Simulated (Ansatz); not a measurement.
# Al6Ru: the cost of one run

Program: Ansatz 0.2.0. Level of theory: DFT PBEsol, scalar-relativistic, plane waves, PAW. These are calculated values, not measurements.

1 further run of the same task is left out (set aside as unsound or not needed). Runs told in other sessions of the task aren't counted.

**1. The structure to begin with**

Symmetry: Cmcm, No. 63, orthorhombic system. Conventional cell: a = 7.453 Å, b = 6.535 Å, c = 8.941 Å, α = 90.00°, β = 90.00°, γ = 90.00°. Around Al (site symmetry 2) lie 2 Ru at 2.62 Å and 9 Al at 2.69 to 2.97 Å. Al (site symmetry m) has 1 Ru at 2.50 Å and 10 Al at 2.57 to 2.95 Å in its first shell of neighbours. Al (site symmetry m) is surrounded by 2 Ru at 2.56 to 2.62 Å and 9 Al at 2.69 to 2.97 Å. Ru (site symmetry m2m) has 10 Al at 2.50 to 2.62 Å in its first shell of neighbours.

As a file:

```
CELL_PARAMETERS angstrom
3.72665 -3.26763 0.00000
3.72665 3.26763 0.00000
0.00000 0.00000 8.94086
ATOMIC_POSITIONS crystal
Al 0.31963 0.31963 0.00000
Al 0.68037 0.68037 0.50000
Al 0.68037 0.68037 0.00000
Al 0.31963 0.31963 0.50000
Al 0.85701 0.14299 0.09842
Al 0.14299 0.85701 0.59842
Al 0.85701 0.14299 0.40158
Al 0.14299 0.85701 0.90158
Al 0.02155 0.61789 0.25000
Al 0.97845 0.38211 0.75000
Al 0.38211 0.97845 0.25000
Al 0.61789 0.02155 0.75000
Ru 0.53558 0.46442 0.25000
Ru 0.46442 0.53558 0.75000
```

It goes back to an entry of the Materials Project, which need not be the stable form.

It is the result of an earlier relaxation at this level (volume 15.55 Å³/atom; gap on the mesh: none (metal)).

**2. The cell scaled to 0.97 of its volume**

Input file input.yaml:

```yaml
crystal:
  lattice:
    - [3.6890012589, -3.23461851, 0.0]
    - [3.6890012589, 3.23461851, 0.0]
    - [0.0, 0.0, 8.8505444073]
  atoms:
    - { symbol: Al, position: [0.3196302109, 0.3196302109, 0.0] }
    - { symbol: Al, position: [0.6803697891, 0.6803697891, 0.5] }
    - { symbol: Al, position: [0.6803697891, 0.6803697891, 0.0] }
    - { symbol: Al, position: [0.3196302109, 0.3196302109, 0.5] }
    - { symbol: Al, position: [0.8570133594, 0.1429866406, 0.0984224312] }
    - { symbol: Al, position: [0.1429866406, 0.8570133594, 0.5984224312] }
    - { symbol: Al, position: [0.8570133594, 0.1429866406, 0.4015775688] }
    - { symbol: Al, position: [0.1429866406, 0.8570133594, 0.9015775688] }
    - { symbol: Al, position: [0.0215527273, 0.6178939395, 0.25] }
    - { symbol: Al, position: [0.9784472727, 0.3821060605, 0.75] }
    - { symbol: Al, position: [0.3821060605, 0.9784472727, 0.25] }
    - { symbol: Al, position: [0.6178939395, 0.0215527273, 0.75] }
    - { symbol: Ru, position: [0.5355762211, 0.4644237789, 0.25] }
    - { symbol: Ru, position: [0.4644237789, 0.5355762211, 0.75] }
basis:
  ecutwfc: 420
kpoints:
  mp_grid: { grid: [8, 8, 4] }
hamiltonian:
  xc: pbesol
scf:
  occupations: { method: gaussian, width: 0.1 }
output:
  forces: true
  stress: true
  eigenvalues: true
relax:
  adjacent_minimum: "off"
  f_tol: 0.01
  max_steps: 30
  cell: { stress_tol: 0.1, fix: [volume] }
```

On the command line:

```console
$ ansatz run input.yaml --threads 4 --pin off --max-ram 10240MiB --backend cpu --events-out ev --progress --plain --runs-dir out
```

Q: Estimate wall time and peak memory on 4 threads of Intel Xeon 6975P-C (Granite Rapids), shared host.

About 22 s, with a peak of 0.93 GiB.
